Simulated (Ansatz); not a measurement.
# ZnRe2 (Fm-3m) in Ansatz: settings compared

One crystal, ZnRe2, is run at these levels: RPBE, revPBE, BLYP, r2SCAN; tasks: band structure.

Program: Ansatz 0.2.0. These are calculated values, not measurements. Logs are shortened: lines on timing, memory, paths and dates and some standing lists are left out, and cuts for length are marked.

### 1 The crystal as given

Symmetry: Fm-3m, No. 225, cubic system. The conventional cell has a = 5.791 Å, b = 5.791 Å, c = 5.791 Å, α = 90.00°, β = 90.00°, γ = 90.00°. Around Zn (site symmetry m-3m) lie 8 Re at 2.51 Å. Re (site symmetry -43m) has 4 Zn at 2.51 Å as nearest neighbours.

The cell was built by a generator and needn't be a form met in nature.

### 2 Band structure, RPBE

Input file input.yaml:

```yaml
crystal:
  lattice:
    - [0.0, 2.89556, 2.89556]
    - [2.89556, 0.0, 2.89556]
    - [2.89556, 2.89556, 0.0]
  atoms:
    - { symbol: Zn, position: [0.0, 0.0, 0.0] }
    - { symbol: Re, position: [0.75, 0.75, 0.75] }
    - { symbol: Re, position: [0.25, 0.25, 0.25] }
hamiltonian:
  xc: rpbe
  pseudopotentials: { kind: paw }
kpoints:
  mp_grid: { grid: [8, 8, 8] }
  band_path:
    path:
      - [[0.0, 0.0, 0.0], [0.5, 0.0, 0.5], [0.5, 0.25, 0.75], [0.375, 0.375, 0.75], [0.0, 0.0, 0.0], [0.5, 0.5, 0.5], [0.625, 0.25, 0.625], [0.5, 0.25, 0.75], [0.5, 0.5, 0.5], [0.375, 0.375, 0.75]]
      - [[0.625, 0.25, 0.625], [0.5, 0.0, 0.5]]
    npoints: 14
scf:
  occupations: { method: fermi_dirac, width: 0.05 }
  n_extra_bands: 7
output:
  forces: true
  stress: true
  eigenvalues: true
  fatbands: true
  write_density: true
  write_potential: true
  elf: true
  volumetric_format: npy
```

Potentials or basis: Ansatz PAW.

Run with:

```
ansatz run input.yaml --threads 2 --pin off --max-ram 5632MiB --backend cpu --events-out ev --progress --plain --runs-dir out
```

Standard output:

```text
Warning: RAYON_NUM_THREADS=2 ignored (pool sized by the plan → 2); use --threads N
scf.n_extra_bands = 7 over 21 filled bands (N_el = 42.0): the run solves 28 bands
Engine: ansatz 0.2.0, aarch64-unknown-linux-gnu
Pseudopotentials: kind: paw
Pseudopotential: Zn, paw, valence charge 12, recommended cutoff 420 eV (normal), Zn.paw.azcp
Pseudopotential: Re, paw, valence charge 15, recommended cutoff 420 eV (normal), Re.paw.azcp
Functional definition: RPBE
  parameter kappa = 0.804
  parameter beta = 0.06672455060314922
  exchange = rpbe_x(kappa = kappa, mu = beta*pi^2/3)
  correlation = pbe_c(beta = beta)
Crystal: 3 atoms, lattice volume = 48.554 Å³
Basis set: ecut = 420 eV, 941 PW (Γ), exchange–correlation on 60×60×60 points (8 copies of the dense FFT grid, shifted against one another)
Bands: 28, of which v1, the nominal top of the filled ones, is band 21 counted from 1 (20 counted from 0)
Symmetry: 48 space group operations
Space group: Fm-3m (ITA 225), of the structure as read, at distance tolerance 3.6e-5 Å
k-points: 29 of 512
Non-local potential: Zn, projectors of the file, l = 0: 2, l = 1: 2, l = 2: 3, l = 3: 1
Non-local potential: Re, projectors of the file, l = 0: 3, l = 1: 2, l = 2: 2, l = 3: 1
PAW form: soft (Blöchl's): semilocal exchange-correlation on the pseudo side does not see the compensation charge
PAW frozen core: Zn, regenerated for the run's functional, and the local potential with it (the file was generated under x = pbe(κ = 0.804, μ = 0.2195149727645171), c = pbe(β = 0.06672455060314922))
PAW frozen core: Re, regenerated for the run's functional, and the local potential with it (the file was generated under x = pbe(κ = 0.804, μ = 0.2195149727645171), c = pbe(β = 0.06672455060314922))
PAW one-centre angular grid: Zn, 590 points (default); XC on 64 Gauss nodes
PAW one-centre angular grid: Re, 590 points (default); XC on 64 Gauss nodes
Initial density: superposition of atomic densities (neutral atoms: chi_scale 0, normalization atom), corrected by the library's trained network
Initial wavefunctions: pseudopotential atomic-orbital guess
Functional: x = rpbe, c = pbe(β = 0.06672455060314922)
SCF iter   1: F=—  HF=-25082.551545 eV  |F-HF|=—  |Δ(HF+E_count)|=         —  Δρ=5.11e-3  dr2=1.77e-2  ethr=1.77e-3  ⟨swp⟩=6.0  Hψ=3382  notcnv=0
preconditioner: auto → Kerker (q_TF=auto, 2.663 Å⁻¹)  [metal: Δε(μ)=0.041 eV  Ē_g=8.497 eV  σ=0.050 eV  W_gap=0.20  n_scr=14 (ndim 8)  ℏωp=27.2 eV  f_vac=0.000  D(μ)=4.41/eV (n_scr^D=58)]
SCF iter   2: F=—  HF=-25082.549255 eV  |F-HF|=—  |Δ(HF+E_count)|=   2.29e-3  Δρ=3.59e-3  dr2=7.29e-3  ethr=4.21e-5  ⟨swp⟩=1.5  Hψ=1074  notcnv=0  defer=2
SCF iter   3: F=—  HF=-25082.547955 eV  |F-HF|=—  |Δ(HF+E_count)|=   1.30e-3  Δρ=1.81e-3  dr2=1.44e-3  ethr=1.74e-5  ⟨swp⟩=2.0  Hψ=1161  notcnv=0  defer=2
SCF iter   4: F=—  HF=-25082.547300 eV  |F-HF|=—  |Δ(HF+E_count)|=   6.55e-4  Δρ=4.46e-4  dr2=1.29e-4  ethr=3.42e-6  ⟨swp⟩=2.0  Hψ=1121  notcnv=0  defer=2
SCF iter   5: F=—  HF=-25082.547270 eV  |F-HF|=—  |Δ(HF+E_count)|=   2.99e-5  Δρ=1.58e-4  dr2=2.15e-5  ethr=3.08e-7  ⟨swp⟩=2.4  Hψ=1188  notcnv=0  defer=2
SCF iter   6: F=—  HF=-25082.547275 eV  |F-HF|=—  |Δ(HF+E_count)|=   4.44e-6  Δρ=5.73e-5  dr2=2.10e-6  ethr=5.12e-8  ⟨swp⟩=2.1  Hψ=1063  notcnv=0  defer=2
SCF iter   7: F=—  HF=-25082.547275 eV  |F-HF|=—  |Δ(HF+E_count)|=   3.33e-7  Δρ=1.48e-5  dr2=1.62e-7  ethr=5.01e-9  ⟨swp⟩=2.0  Hψ=956  notcnv=0  defer=2
SCF iter   8: F=-25082.547275 eV  HF=-25082.547275 eV  |F-HF|=1.48e-9  |Δ(HF+E_count)|=   4.80e-8  Δρ=2.00e-6  dr2=1.16e-9  ethr=2.38e-10  ⟨swp⟩=9.4  Hψ=4801  notcnv=0
SCF 1 converged in 8 iterations: F = -25082.547275 eV  dr2 = 1.16e-9
NSCF: frozen V_eff on 142 k-points
SCF converged after 8 iterations
Free energy (F): -25082.547275 eV
Harris-Foulkes:  -25082.547275 eV  (|F-HF|=1.48e-9)
Internal energy: -25082.511817 eV  (E = F + TS)
E sigma→0 (E₀):  -25082.529546 eV
Entropy (-TS):   -0.035458 eV (-11.819 meV/atom)
Fermi energy:    17.684741 eV
--- Per-component energies (eV) ---
  E_band       = -205.878181
  E_kinetic    = 1206.599517
  E_local      = -3542.469380  (includes V_loc(G=0)·N_el)
  E_nonlocal   = 704.659142
  E_hartree    = 1373.032415
  E_xc         = -944.631751
  E_vxc        = -657.034810  (∫ρ·V_xc dr)
  E_paw        = -19166.195856  (= ΣΔE_a)
  E_vpaw       = -663.697112  (= ΣTr[D̂ρ^β])
  E_aug_tail   = -0.000446  (compensation charges beyond the density's cutoff)
  E_ewald      = -4713.395113
  E_core_change = -0.110345  (= ΣΔE_core)
  E_smearing   = -0.035458  (= −TS)
  E_closure    = -0.000000  (closes the sum)
  Σ components = -25082.547275   (vs F -25082.547275, Δ=0.00e0)
--- Forces (eV/Å), atoms counted from 1 ---
  atom   1  Zn    -0.00000000     0.00000000    -0.00000000
  atom   2  Re     0.00000000     0.00000000    -0.00000000
  atom   3  Re    -0.00000000     0.00000000    -0.00000000
  max |Σ_I F_I| component: 2.78e-17 eV/Å
--- Stress (GPa, compression-positive) ---
        3.472416       0.000000      -0.000000
        0.000000       3.472416       0.000000
       -0.000000       0.000000       3.472416
  P = ⅓ Tr σ = 3.4724 GPa (34.724 kbar)
--- Band table (eV; the first three rows and the last of 29) ---
  k-point 0: bands = ["-62.3873", "-62.3288", "-24.3984", "-24.3984", "-24.3984", "-24.0900", "-24.0900", "-24.0900", "8.0729", "9.8791", "9.8791", "10.0255", "10.0255", "10.0255", "13.3769", "13.3769", "13.3769", "14.3791", "14.3791", "19.5021", "19.5021", "19.5021", "21.2492", "21.2492", "23.3655", "24.9946", "24.9946", "24.9946"]
  k-point 1: bands = ["-62.3850", "-62.3310", "-24.3883", "-24.3872", "-24.3872", "-24.1045", "-24.1024", "-24.1024", "8.3369", "9.9102", "9.9102", "9.9950", "10.0127", "10.0127", "13.3626", "13.5297", "13.5297", "14.5035", "14.5035", "19.0999", "19.2854", "19.2854", "20.5103", "20.5103", "23.2563", "23.8654", "25.5915", "25.5915"]
  k-point 2: bands = ["-62.3786", "-62.3372", "-24.3594", "-24.3552", "-24.3552", "-24.1441", "-24.1374", "-24.1374", "9.0652", "9.9575", "9.9821", "9.9821", "9.9848", "9.9848", "13.2916", "13.9515", "13.9515", "14.8932", "14.8932", "18.1836", "18.6777", "18.6777", "19.1369", "19.1369", "20.6820", "25.0866", "26.2619", "26.2619"]
  k-point 28: bands = ["-62.3577", "-62.3577", "-24.4677", "-24.4617", "-24.2511", "-24.2511", "-24.0418", "-24.0385", "9.7459", "9.7459", "9.9482", "10.0168", "10.1822", "11.6748", "13.3532", "13.3532", "14.7434", "15.6673", "15.6673", "17.3424", "17.4690", "17.4690", "18.4961", "18.7367", "18.8048", "21.9703", "21.9703", "28.4242"]
```

Run time: 4.2 s. Hardware: 2 threads of Arm Neoverse V2, shared host; peak memory 0.37 GiB.

What came out:

| Property | Result |
| --- | --- |
| Free energy | -25082.5473 eV |
| Pressure | 3.5 GPa |
| Band gap on the k mesh | none (metal or under the smearing width) |

Levels at the corners of the path, in eV from the Fermi level:
```csv
point,band 17,band 18,band 19,band 20,band 21,band 22,band 23,band 24,band 25,band 26
Γ,-4.31,-3.31,-3.31,1.82,1.82,1.82,3.56,3.56,5.68,7.31
X,-2.67,-2.09,-1.18,-1.18,0.29,0.29,1.30,1.30,1.82,3.41
W,-2.94,-2.02,-2.02,-0.34,-0.22,-0.22,0.81,1.05,1.12,4.29
K,-2.68,-2.64,-1.81,-0.55,-0.02,0.18,0.48,0.92,1.22,4.37
Γ,-4.31,-3.31,-3.31,1.82,1.82,1.82,3.56,3.56,5.68,7.31
L,-2.83,-1.50,-1.50,-0.77,-0.77,-0.74,-0.22,-0.22,0.21,8.78
U,-2.68,-2.64,-1.81,-0.55,-0.02,0.18,0.48,0.92,1.22,4.37
W,-2.94,-2.02,-2.02,-0.34,-0.22,-0.22,0.81,1.05,1.12,4.29
L,-2.83,-1.50,-1.50,-0.77,-0.77,-0.74,-0.22,-0.22,0.21,8.78
K,-2.68,-2.64,-1.81,-0.55,-0.02,0.18,0.48,0.92,1.22,4.37
U,-2.68,-2.64,-1.81,-0.55,-0.02,0.18,0.48,0.92,1.22,4.37
X,-2.67,-2.09,-1.18,-1.18,0.29,0.29,1.30,1.30,1.82,3.41
```

Caveat: spin-orbit coupling is left out, which moves the levels of the heavy elements; the PAW data sets come from PBE, with cores solved anew for the run's functional, which leaves a small shift of forces and pressure.

### 3 Band structure, revPBE

Edit input.yaml of step 2 so:

```diff
@@ -10,3 +10,3 @@
 hamiltonian:
-  xc: rpbe
+  xc: revpbe
   pseudopotentials: { kind: paw }
@@ -26,6 +26,2 @@
   eigenvalues: true
-  fatbands: true
-  write_density: true
-  write_potential: true
-  elf: true
-  volumetric_format: npy
+  fatbands: false
```

Potentials or basis: Ansatz PAW.

Run with:

```
ansatz run input.yaml --threads 2 --pin off --max-ram 5632MiB --backend cpu --events-out ev --progress --plain --runs-dir out
```

Standard output:

```text
Warning: RAYON_NUM_THREADS=2 ignored (pool sized by the plan → 2); use --threads N
scf.n_extra_bands = 7 over 21 filled bands (N_el = 42.0): the run solves 28 bands
[... 4 set-up lines as earlier in the session ...]
Functional definition: revPBE
  parameter kappa = 1.245
[... 1 set-up line as earlier in the session ...]
[... 53 lines left out ...]
--- Forces (eV/Å), atoms counted from 1 ---
  atom   1  Zn    -0.00000000    -0.00000000    -0.00000000
  atom   2  Re     0.00000000     0.00000000    -0.00000000
  atom   3  Re    -0.00000000     0.00000000    -0.00000000
  max |Σ_I F_I| component: 4.63e-17 eV/Å
--- Stress (GPa, compression-positive) ---
        2.487397      -0.000000       0.000000
       -0.000000       2.487397       0.000000
       -0.000000      -0.000000       2.487397
  P = ⅓ Tr σ = 2.4874 GPa (24.874 kbar)
--- Band table (eV; the first three rows and the last of 29) ---
  k-point 0: bands = ["-62.4100", "-62.3514", "-24.4195", "-24.4195", "-24.4195", "-24.1110", "-24.1110", "-24.1110", "8.0431", "9.8483", "9.8483", "9.9935", "9.9935", "9.9935", "13.3495", "13.3495", "13.3495", "14.3541", "14.3541", "19.4747", "19.4747", "19.4747", "21.2247", "21.2247", "23.3270", "24.9713", "24.9713", "24.9713"]
  k-point 1: bands = ["-62.4077", "-62.3536", "-24.4094", "-24.4084", "-24.4084", "-24.1255", "-24.1234", "-24.1234", "8.3072", "9.8793", "9.8793", "9.9630", "9.9808", "9.9808", "13.3350", "13.5024", "13.5024", "14.4784", "14.4784", "19.0721", "19.2578", "19.2578", "20.4858", "20.4858", "23.2294", "23.8274", "25.5669", "25.5669"]
  k-point 2: bands = ["-62.4013", "-62.3599", "-24.3805", "-24.3764", "-24.3764", "-24.1651", "-24.1584", "-24.1584", "9.0353", "9.9255", "9.9502", "9.9502", "9.9537", "9.9537", "13.2638", "13.9246", "13.9246", "14.8678", "14.8678", "18.1554", "18.6500", "18.6500", "19.1124", "19.1124", "20.6543", "25.0478", "26.2336", "26.2336"]
  k-point 28: bands = ["-62.3804", "-62.3804", "-24.4889", "-24.4829", "-24.2721", "-24.2721", "-24.0628", "-24.0595", "9.7140", "9.7140", "9.9161", "9.9856", "10.1508", "11.6433", "13.3262", "13.3262", "14.7159", "15.6424", "15.6424", "17.3177", "17.4411", "17.4411", "18.4681", "18.7089", "18.7781", "21.9438", "21.9438", "28.3934"]
```

bands.tsv:

```text
# k_distance	band_0	band_1	band_2	band_3	band_4	band_5	band_6	band_7	band_8	band_9	band_10	band_11	band_12	band_13	band_14	band_15	band_16	band_17	band_18	band_19	band_20	band_21	band_22	band_23	band_24	band_25	band_26	band_27
# fermi_ev = 17.657204
[... 159 lines left out ...]
6.937230	-80.047275	-80.027898	-42.167662	-42.118105	-42.118016	-41.735710	-41.735694	-41.701210	-8.041435	-7.811814	-7.752375	-7.751605	-7.438213	-6.095254	-6.001723	-3.288685	-2.676961	-2.103280	-1.182935	-1.164203	0.287607	0.289507	1.288550	1.290558	1.821866	3.422142	4.281922	7.784239
6.964630	-80.047306	-80.027867	-42.167738	-42.118274	-42.118274	-41.735419	-41.735419	-41.701134	-8.041666	-7.812520	-7.751526	-7.751526	-7.437945	-6.095700	-6.007223	-3.291878	-2.670896	-2.094014	-1.179397	-1.179397	0.288530	0.288530	1.300374	1.300374	1.824868	3.409888	4.281653	7.775507
```

It took 2.9 s on 2 threads of Arm Neoverse V2, shared host; peak memory 0.35 GiB.

Results:

* Free energy: -25073.5497 eV
* Pressure: 2.5 GPa
* Band gap on the k mesh: none (metal or under the smearing width)

Levels at the corners of the path, in eV from the Fermi level:
| point | band 19 | band 20 | band 21 | band 22 | band 23 | band 24 |
| --- | --- | --- | --- | --- | --- | --- |
| Γ | -3.30 | 1.82 | 1.82 | 1.82 | 3.57 | 3.57 |
| X | -1.18 | -1.18 | 0.29 | 0.29 | 1.30 | 1.30 |
| W | -2.01 | -0.34 | -0.22 | -0.22 | 0.81 | 1.05 |
| K | -1.81 | -0.55 | -0.02 | 0.18 | 0.48 | 0.92 |
| Γ | -3.30 | 1.82 | 1.82 | 1.82 | 3.57 | 3.57 |
| L | -1.50 | -0.77 | -0.77 | -0.74 | -0.22 | -0.22 |
| U | -1.81 | -0.55 | -0.02 | 0.18 | 0.48 | 0.92 |
| W | -2.01 | -0.34 | -0.22 | -0.22 | 0.81 | 1.05 |
| L | -1.50 | -0.77 | -0.77 | -0.74 | -0.22 | -0.22 |
| K | -1.81 | -0.55 | -0.02 | 0.18 | 0.48 | 0.92 |
| U | -1.81 | -0.55 | -0.02 | 0.18 | 0.48 | 0.92 |
| X | -1.18 | -1.18 | 0.29 | 0.29 | 1.30 | 1.30 |

Caveat: spin-orbit coupling is left out, which moves the levels of the heavy elements; the PAW data sets come from PBE, with cores solved anew for the run's functional, which leaves a small shift of forces and pressure.

### 4 Band structure, BLYP

Edit input.yaml of step 3 so:

```diff
@@ -10,3 +10,3 @@
 hamiltonian:
-  xc: revpbe
+  xc: blyp
   pseudopotentials: { kind: paw }
@@ -27 +27,5 @@
   fatbands: false
+  write_density: true
+  write_potential: true
+  elf: true
+  volumetric_format: npy
```

Run with:

```
ansatz run input.yaml --threads 2 --pin off --max-ram 5632MiB --backend cpu --events-out ev --progress --plain --runs-dir out
```

Wall time 3.1 s (2 threads of Arm Neoverse V2, shared host); peak memory 0.37 GiB.

Results (log left out):

```yaml
Free_energy: -25110.0849 eV
Pressure: 9.4 GPa
Band_gap_on_the_k_mesh: none (metal or under the smearing width)
```

Levels at the corners of the path, in eV from the Fermi level:
```
point  band 18  band 19  band 20  band 21  band 22  band 23  band 24  band 25
    Γ    -3.30    -3.30     1.78     1.78     1.78     3.53     3.53     5.74
    X    -1.92    -1.15    -1.15     0.27     0.27     1.47     1.47     1.79
    W    -1.98    -1.98    -0.23    -0.23    -0.13     0.78     1.10     1.12
    K    -2.53    -1.76    -0.44     0.05     0.17     0.46     0.97     1.20
    Γ    -3.30    -3.30     1.78     1.78     1.78     3.53     3.53     5.74
    L    -1.47    -1.47    -0.77    -0.77    -0.73    -0.23    -0.23     0.22
    U    -2.53    -1.76    -0.44     0.05     0.17     0.46     0.97     1.20
    W    -1.98    -1.98    -0.23    -0.23    -0.13     0.78     1.10     1.12
    L    -1.47    -1.47    -0.77    -0.77    -0.73    -0.23    -0.23     0.22
    K    -2.53    -1.76    -0.44     0.05     0.17     0.46     0.97     1.20
    U    -2.53    -1.76    -0.44     0.05     0.17     0.46     0.97     1.20
    X    -1.92    -1.15    -1.15     0.27     0.27     1.47     1.47     1.79
```

Caveat: spin-orbit coupling is left out, which moves the levels of the heavy elements; the PAW data sets come from PBE, with cores solved anew for the run's functional, which leaves a small shift of forces and pressure.

### 5 Band structure, r2SCAN

Edit input.yaml of step 4 so:

```diff
@@ -10,3 +10,3 @@
 hamiltonian:
-  xc: blyp
+  xc: r2scan
   pseudopotentials: { kind: paw }
@@ -26,6 +26,2 @@
   eigenvalues: true
-  fatbands: false
-  write_density: true
-  write_potential: true
-  elf: true
-  volumetric_format: npy
+  fatbands: true
```

Run with:

```
ansatz run input.yaml --threads 2 --pin off --max-ram 5632MiB --backend cpu --events-out ev --progress --plain --runs-dir out
```

It took 8.9 s on 2 threads of Arm Neoverse V2, shared host; peak memory 0.46 GiB.

It converged, with:

```yaml
Free_energy: -25083.3666 eV
Pressure: -5.1 GPa
Band_gap_on_the_k_mesh: none (metal or under the smearing width)
```

Levels at the corners of the path, in eV from the Fermi level:
| point | band 17 | band 18 | band 19 | band 20 | band 21 | band 22 | band 23 | band 24 | band 25 | band 26 |
| --- | --- | --- | --- | --- | --- | --- | --- | --- | --- | --- |
| Γ | -4.52 | -3.57 | -3.57 | 1.90 | 1.90 | 1.90 | 3.62 | 3.62 | 6.19 | 7.53 |
| X | -2.88 | -2.15 | -1.26 | -1.26 | 0.30 | 0.30 | 1.31 | 1.31 | 1.91 | 3.46 |
| W | -3.02 | -2.22 | -2.22 | -0.43 | -0.21 | -0.21 | 0.87 | 1.10 | 1.16 | 4.42 |
| K | -2.92 | -2.70 | -1.93 | -0.67 | -0.08 | 0.20 | 0.50 | 0.97 | 1.28 | 4.51 |
| Γ | -4.52 | -3.57 | -3.57 | 1.90 | 1.90 | 1.90 | 3.62 | 3.62 | 6.19 | 7.53 |
| L | -3.04 | -1.64 | -1.64 | -0.85 | -0.85 | -0.74 | -0.26 | -0.26 | 0.23 | 9.13 |
| U | -2.92 | -2.70 | -1.93 | -0.67 | -0.08 | 0.20 | 0.50 | 0.97 | 1.28 | 4.51 |
| W | -3.02 | -2.22 | -2.22 | -0.43 | -0.21 | -0.21 | 0.87 | 1.10 | 1.16 | 4.42 |
| L | -3.04 | -1.64 | -1.64 | -0.85 | -0.85 | -0.74 | -0.26 | -0.26 | 0.23 | 9.13 |
| K | -2.92 | -2.70 | -1.93 | -0.67 | -0.08 | 0.20 | 0.50 | 0.97 | 1.28 | 4.51 |
| U | -2.92 | -2.70 | -1.93 | -0.67 | -0.08 | 0.20 | 0.50 | 0.97 | 1.28 | 4.51 |
| X | -2.88 | -2.15 | -1.26 | -1.26 | 0.30 | 0.30 | 1.31 | 1.31 | 1.91 | 3.46 |

Caveat: spin-orbit coupling is left out, which moves the levels of the heavy elements; the PAW data sets come from PBE, with cores solved anew for the run's functional, which leaves a small shift of forces and pressure.

### 6 Summary

| level | cutoff (eV) | gap on the mesh (eV) | pressure (GPa) |
| --- | --- | --- | --- |
| RPBE | 420 | none | 3.5 |
| revPBE | 420 | none | 2.5 |
| BLYP | 420 | none | 9.4 |
| r2SCAN | 500 | none | -5.1 |

Alike in all rows: task band structure; potentials or basis Ansatz PAW; no spin polarisation; cell as given; k mesh 8 × 8 × 8; smearing fermi-dirac 0.05 eV.

Every run on the cell as given and a fine mesh finds a metal. The pressure there spans -5.1 GPa (r2SCAN) to 9.4 GPa (BLYP); a positive pressure means that this level wants a larger cell, a negative one a smaller.

Caveats: spin-orbit coupling is left out, which moves the levels of the heavy elements; the PAW data sets come from PBE, with cores solved anew for the run's functional, which leaves a small shift of forces and pressure.

Absolute energies hang on the potentials; compare differences alone.
